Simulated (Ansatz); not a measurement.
Run this with the Python package of Ansatz (0.2.0) and show what comes out.

`run_methods.py`:
```python
"""CH5AlSeTe at several levels of theory."""

import ansatz
from ase import Atoms

BASIS_SET = "def2-SVP"

atoms = Atoms(["Se", "Al", "C", "Te", "H", "H", "H", "H", "H"], positions=[
    [-2.4042, 1.1255, -0.3751],
    [-0.1876, 0.9096, 0.3554],
    [0.9028, -0.5629, -0.3858],
    [0.0898, -2.4364, 0.0707],
    [-1.9851, 2.0793, -1.5467],
    [0.4254, 1.935, 1.4339],
    [1.9713, -0.5242, 0.0916],
    [1.0634, -0.4319, -1.4783],
    [0.2127, -2.1404, 1.8173],
])
molecule = ansatz.Crystal.molecule_from_ase(atoms)

job = molecule.calculation().basis(gaussian=BASIS_SET)

methods = ["mp2", "ccsd", "ccsd_t"]
batch = ansatz.Session.batch([job.correlation(m).input() for m in methods])
reports = sorted(batch.plan().execute().molecular_reports, key=lambda each: each["member"])
print(f"Hartree-Fock reference {reports[0]['reference_energy_ev'] / 27.211386246:.6f} Ha")
best = reports[-1]["free_energy_ev"] - reports[-1]["reference_energy_ev"]
for method, each in zip(methods, reports):
    gained = each["free_energy_ev"] - each["reference_energy_ev"]
    print(f"{method:8s} total {each['free_energy_ev'] / 27.211386246:.6f} Ha  correlation {gained:9.4f} eV  ({100 * gained / best:.1f} % of the last)")
```

`python run_methods.py` gives:
```text
Hartree-Fock reference -2949.135416 Ha
mp2      total -2949.701662 Ha  correlation  -15.4083 eV  (90.3 % of the last)
ccsd     total -2949.744313 Ha  correlation  -16.5689 eV  (97.1 % of the last)
ccsd_t   total -2949.762343 Ha  correlation  -17.0596 eV  (100.0 % of the last)
```

Total energies depend on the basis set; only differences at equal settings carry meaning. The geometry is a force-field or estimated start, not a minimum of this method, and the basis set is short of its limit. A lower total doesn't mark the better method: functionals have no common bound, and MP2 and coupled cluster aren't variational. def2 sets replace the cores of elements past krypton by effective core potentials. Inner cores stay frozen; a filled d shell under the valence of the heavier atoms is correlated with it.

(Lines on the test bed's own set-up are left out of the output.)
